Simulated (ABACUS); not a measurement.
## HPbNO4: single point with PBE

Crystal: HPbNO4.

```xyz
7
Lattice="4.2753 -0.0004 0.0064 -2.0840 5.2077 -0.0491 -2.1238 -1.8657 4.9149" Properties=species:S:1:pos:R:3 pbc="T T T"
H     2.2338   -1.5247    4.4769
Pb    0.1373    4.0030    0.6652
N    -2.0197    1.5311    2.4473
O     2.2736    4.7756    0.1022
O    -1.9905    2.6889    2.9560
O     2.2225    1.4102    1.1945
O    -2.0163    0.5081    3.1892
```

The cell was built by a generator and needn't be a form met in nature.

```yaml
Program: ABACUS 3.10.1
Task: single point
Functional: PBE
Potentials_or_basis: PseudoDojo NC SR 0.4.1 PBE standard
Cutoff: 1361 eV
Density_cutoff: 5442 eV
Basis: DZP LCAO (the cutoffs set its grid)
k_mesh: 6 × 4 × 4
Occupations: fermi-dirac, width 0.05 eV
Spin: no spin polarisation
```

* Pressure: 3.5 GPa
* Largest force: 1.477 eV/Å
* Band gap on the k mesh: 2.80 eV, indirect (least direct gap 3.11 eV)
* Mulliken charges: H -0.20; Pb +1.09; N +0.13; O -0.28, -0.23, -0.27 e

Forces on the atoms (eV/Å):
```
H    0.001  0.663 -0.501
Pb  -0.005 -0.303  0.219
N   -0.001 -0.101  0.071
O    0.005 -0.443  0.348
O    0.034  1.390  0.499
O   -0.037 -0.025 -1.463
O    0.004 -1.181  0.827
```

Stress tensor (GPa, compression positive):
```
 1.55  0.06  0.10
 0.06  4.70 -0.60
 0.10 -0.60  4.36
```

Levels at points of the mesh, in eV from the valence-band top:
```
           k point  band 20  band 21  band 22  band 23  band 24  band 25
(0.00, 0.00, 0.00)    -2.06    -0.96    -0.39     3.25     4.47     5.14
(0.50, 0.00, 0.00)    -1.15    -0.67     0.00     3.12     4.20     5.41
(0.00, 0.50, 0.00)    -1.54    -1.00    -0.77     3.10     4.09     4.79
(0.50, 0.50, 0.00)    -0.82    -0.42    -0.32     2.85     5.21     5.32
(0.00, 0.00, 0.50)    -1.55    -0.98    -0.79     3.11     3.99     4.92
(0.50, 0.00, 0.50)    -0.81    -0.42    -0.33     2.84     5.22     5.30
(0.00, 0.50, 0.50)    -1.68    -0.91    -0.61     3.03     3.54     5.32
(0.50, 0.50, 0.50)    -1.13    -0.67    -0.03     3.11     4.20     5.43
```

Run time: 12 s on 4 MPI ranks on Intel(R) Xeon(R) 6975P-C (Granite Rapids) (shared host), peak memory 0.68 GiB a rank.

Caveat: the atomic orbitals were generated for these runs and aren't a published set; Mulliken charges move with the basis; spin-orbit coupling is left out, which as a rule narrows the gap of such compounds by several tenths of an eV; the basis of atomic orbitals isn't converged, which shifts pressures, moduli and gaps; forces of over 1 eV/Å show positions far from the minimum, so gaps and moduli don't describe the material at rest. A k mesh can miss the band edges.
